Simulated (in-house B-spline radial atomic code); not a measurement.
**Pseudo-atoms of magnesium beyond the functional they were made with**

Aim: make Troullier-Martins pseudopotentials for magnesium and test how well they carry over to Hartree-Fock, PBE0, RPA and G0W0.

Each job solves three atoms with an in-house B-spline radial code, non-relativistic and spherical, high spin: all electrons (AE), all electrons with the core left uncorrelated (FC), and the pseudo-atom (PS, semilocal channels for the l listed, the local potential above). Empty states run to l = 8; the Hartree-Fock start is not run with a model core. The AE exchange self-energy holds core-valence exchange, which PS lacks and its potential largely offsets, so that difference is no error by itself. The code writes a record and no log. All values are calculated.

**1. Mg⁺, LDA, core 1s, radii × 1, model core**

Input file settings:

```
Z = 12
electrons = 11.0
configuration = [Ne] 3s1
generated_in = [Ne] 3s1
functional = lda,vwn
core_shells = 1
radius_factor = 1.0
core_correction = True
ion_configuration = [He] 2s2 2p6
```

From the record: radii s 0.548, p 0.714, local 0.573, model core 0.201 bohr. Reference levels, all-electron and pseudo (hartree): 2s -3.23815, -3.23815; 2p -2.05288, -2.05288; 3s -0.42270, -0.42310.

Levels in eV; differences are from AE. Left out are levels of quasi-particle weight under 0.75 (0.6 for the top and for empty ones), unbound levels and those not matched in AE and PS.

```
start            level  mean field AE  PS − AE  G0W0 AE  FC − AE  PS − AE  exchange self-energy PS − AE
  LDA            3s up         -11.98    -0.01   -15.61    +0.00    -0.04                         +0.17
  LDA  3s down (empty)         -10.57    -0.01    -7.85    +0.00    -0.03                         +0.17
 PBE0            3s up         -12.71    +0.00   -15.56    +0.00    -0.02                         +0.17
 PBE0  3s down (empty)          -9.04    +0.00    -7.52    +0.00    -0.02                         +0.17
```

| start | valence RPA correlation, FC (hartree) | PS (hartree) | RPA polarisability (no kernel), AE (bohr³) | PS (bohr³) | ionisation by RPA, AE (eV) | PS − AE (eV) |
| --- | --- | --- | --- | --- | --- | --- |
| LDA | -0.5211 | -0.5109 | 20.50 | 20.42 | 15.60 | +0.04 |
| PBE0 | -0.4972 | -0.4875 | 17.76 | 17.78 | 15.50 | +0.03 |

Wall time 33 s (1 thread of Arm Neoverse N1, shared host).

**2. Mg⁺, LDA, core 1s, radii × 1.3, made in [Ne] 3s2**

Input file settings:

```
Z = 12
electrons = 11.0
configuration = [Ne] 3s1
generated_in = [Ne] 3s2
functional = lda,vwn
core_shells = 1
radius_factor = 1.3
core_correction = False
ion_configuration = [He] 2s2 2p6
```

From the record: radii s 0.712, p 0.929, local 0.745 bohr. Reference levels, all-electron and pseudo (hartree): 2s -2.90375, -2.90375; 2p -1.71897, -1.71897; 3s -0.17543, -0.17636.

Levels in eV; differences are from AE. Left out are levels of quasi-particle weight under 0.75 (0.6 for the top and for empty ones), unbound levels and those not matched in AE and PS.

```csv
start,level,mean field AE,PS − AE,G0W0 AE,FC − AE,PS − AE,exchange self-energy PS − AE
LDA,3s up,-11.98,-0.05,-15.61,+0.00,-0.09,+0.12
LDA,3s down (empty),-10.57,-0.05,-7.85,+0.00,-0.05,+0.15
PBE0,3s up,-12.71,-0.04,-15.56,+0.00,-0.07,+0.12
PBE0,3s down (empty),-9.04,-0.03,-7.52,+0.00,-0.05,+0.14
Hartree-Fock,3s up,-14.74,-0.08,-15.42,+0.00,-0.08,+0.08
Hartree-Fock,2p down,-70.74,-0.02,-68.85,+0.06,+0.03,+1.87
Hartree-Fock,2p up,-70.91,-0.05,-69.00,+0.06,+0.00,+1.83
Hartree-Fock,3s down (empty),-6.40,-0.04,-7.34,+0.00,-0.04,+0.08
```

```csv
start,"valence RPA correlation, FC (hartree)",PS (hartree),"RPA polarisability (no kernel), AE (bohr³)",PS (bohr³),"ionisation by RPA, AE (eV)",PS − AE (eV)
LDA,-0.5211,-0.4861,20.50,20.18,15.60,+0.08
PBE0,-0.4972,-0.4645,17.76,17.61,15.50,+0.08
Hartree-Fock,-0.4447,-0.4170,12.75,12.55,15.30,+0.08
```

Run time: 37 s. Hardware: 1 thread of Arm Neoverse N1, shared host.

**3. Mg⁺, LDA, core 1s, radii × 1.3, model core**

Input file settings:

```
Z = 12
electrons = 11.0
configuration = [Ne] 3s1
generated_in = [Ne] 3s1
functional = lda,vwn
core_shells = 1
radius_factor = 1.3
core_correction = True
ion_configuration = [He] 2s2 2p6
```

From the record: radii s 0.712, p 0.929, local 0.745, model core 0.201 bohr. Reference levels, all-electron and pseudo (hartree): 2s -3.23815, -3.23815; 2p -2.05288, -2.05288; 3s -0.42270, -0.42403.

Levels in eV; differences are from AE. Left out are levels of quasi-particle weight under 0.75 (0.6 for the top and for empty ones), unbound levels and those not matched in AE and PS.

| start | level | mean field AE | PS − AE | G0W0 AE | FC − AE | PS − AE | exchange self-energy PS − AE |
| --- | --- | --- | --- | --- | --- | --- | --- |
| LDA | 3s up | -11.98 | -0.04 | -15.61 | +0.00 | -0.07 | +0.12 |
| LDA | 3s down (empty) | -10.57 | -0.04 | -7.85 | +0.00 | -0.04 | +0.15 |
| PBE0 | 3s up | -12.71 | -0.01 | -15.56 | +0.00 | -0.04 | +0.14 |
| PBE0 | 3s down (empty) | -9.04 | -0.01 | -7.52 | +0.00 | -0.03 | +0.15 |

```
start  valence RPA correlation, FC (hartree)  PS (hartree)  RPA polarisability (no kernel), AE (bohr³)  PS (bohr³)  ionisation by RPA, AE (eV)  PS − AE (eV)
  LDA                                -0.5211       -0.4861                                       20.50       20.22                       15.60         +0.07
 PBE0                                -0.4972       -0.4642                                       17.76       17.68                       15.50         +0.06
```

Wall time 33 s (1 thread of Arm Neoverse N1, shared host).

**4. Mg⁺, PBE, core 1s, radii × 1.15, made in [Ne] 3s2**

Input file settings:

```
Z = 12
electrons = 11.0
configuration = [Ne] 3s1
generated_in = [Ne] 3s2
functional = pbe,pbe
core_shells = 1
radius_factor = 1.15
core_correction = False
ion_configuration = [He] 2s2 2p6
```

From the record: radii s 0.63, p 0.822, local 0.659 bohr. Reference levels, all-electron and pseudo (hartree): 2s -2.92348, -2.92349; 2p -1.71456, -1.71457; 3s -0.17268, -0.17316.

Levels in eV; differences are from AE. Left out are levels of quasi-particle weight under 0.75 (0.6 for the top and for empty ones), unbound levels and those not matched in AE and PS.

```
       start            level  mean field AE  PS − AE  G0W0 AE  FC − AE  PS − AE  exchange self-energy PS − AE
         PBE            3s up         -11.90    -0.02   -15.57    +0.00    -0.07                         +0.14
         PBE  3s down (empty)          -9.89    -0.03    -7.59    +0.00    -0.05                         +0.18
        PBE0            3s up         -12.71    -0.04   -15.56    +0.00    -0.07                         +0.13
        PBE0  3s down (empty)          -9.04    -0.03    -7.52    +0.00    -0.05                         +0.16
Hartree-Fock            3s up         -14.74    -0.08   -15.42    +0.00    -0.07                         +0.08
Hartree-Fock          2p down         -70.74    +0.31   -68.85    +0.06    +0.38                         +1.83
Hartree-Fock            2p up         -70.91    +0.28   -69.00    +0.06    +0.36                         +1.79
Hartree-Fock  3s down (empty)          -6.40    -0.04    -7.34    +0.00    -0.04                         +0.08
```

```
       start  valence RPA correlation, FC (hartree)  PS (hartree)  RPA polarisability (no kernel), AE (bohr³)  PS (bohr³)  ionisation by RPA, AE (eV)  PS − AE (eV)
         PBE                                -0.5196       -0.4981                                       21.04       20.87                       15.61         +0.08
        PBE0                                -0.4972       -0.4771                                       17.76       17.58                       15.50         +0.08
Hartree-Fock                                -0.4447       -0.4276                                       12.75       12.54                       15.30         +0.08
```

Wall time 36 s (1 thread of Arm Neoverse N1, shared host).

**5. Mg⁺, PBE, core 1s, radii × 1.15, model core, made in [Ne] 3s2**

Edit settings of step 4 so:

```diff
@@ -7,3 +7,3 @@
 radius_factor = 1.15
-core_correction = False
+core_correction = True
 ion_configuration = [He] 2s2 2p6
```

From the record: radii s 0.63, p 0.822, local 0.659, model core 0.201 bohr. Reference levels, all-electron and pseudo (hartree): 2s -2.92348, -2.92349; 2p -1.71456, -1.71457; 3s -0.17268, -0.17316.

Levels in eV; differences are from AE. Left out are levels of quasi-particle weight under 0.75 (0.6 for the top and for empty ones), unbound levels and those not matched in AE and PS.

```csv
start,level,mean field AE,PS − AE,G0W0 AE,FC − AE,PS − AE,exchange self-energy PS − AE
PBE,3s up,-11.90,-0.02,-15.57,+0.00,-0.07,+0.14
PBE,3s down (empty),-9.89,-0.03,-7.59,+0.00,-0.05,+0.18
PBE0,3s up,-12.71,-0.03,-15.56,+0.00,-0.06,+0.14
PBE0,3s down (empty),-9.04,-0.03,-7.52,+0.00,-0.04,+0.16
```

```
start  valence RPA correlation, FC (hartree)  PS (hartree)  RPA polarisability (no kernel), AE (bohr³)  PS (bohr³)  ionisation by RPA, AE (eV)  PS − AE (eV)
  PBE                                -0.5196       -0.4981                                       21.04       20.87                       15.61         +0.08
 PBE0                                -0.4972       -0.4768                                       17.76       17.62                       15.50         +0.07
```

Wall time 33 s (1 thread of Arm Neoverse N1, shared host).

**6. Results**

Of the filled levels shown, the one that moves most in G0W0 on the functional of the generation (eV):

| pseudo-atom | level | PS − AE | FC − AE | exchange self-energy PS − AE |
| --- | --- | --- | --- | --- |
| Mg⁺, LDA, core 1s, radii × 1, model core | 3s up | -0.04 | +0.00 | +0.17 |
| Mg⁺, LDA, core 1s, radii × 1.3, made in [Ne] 3s2 | 3s up | -0.09 | +0.00 | +0.12 |
| Mg⁺, LDA, core 1s, radii × 1.3, model core | 3s up | -0.07 | +0.00 | +0.12 |
| Mg⁺, PBE, core 1s, radii × 1.15, made in [Ne] 3s2 | 3s up | -0.07 | +0.00 | +0.14 |
| Mg⁺, PBE, core 1s, radii × 1.15, model core, made in [Ne] 3s2 | 3s up | -0.07 | +0.00 | +0.14 |

For these levels the shift runs from 0.04 eV (Mg⁺, LDA, core 1s, radii × 1, model core) to 0.09 eV (Mg⁺, LDA, core 1s, radii × 1.3, made in [Ne] 3s2). On other starts it reaches +0.38 eV (2p down, Hartree-Fock). Leaving the core uncorrelated explains little of it; the rest belongs to the pseudopotential itself, whose orbitals are smooth and whose core-valence exchange stays at the level of its own functional. The radii follow a simple rule and aren't optimised.
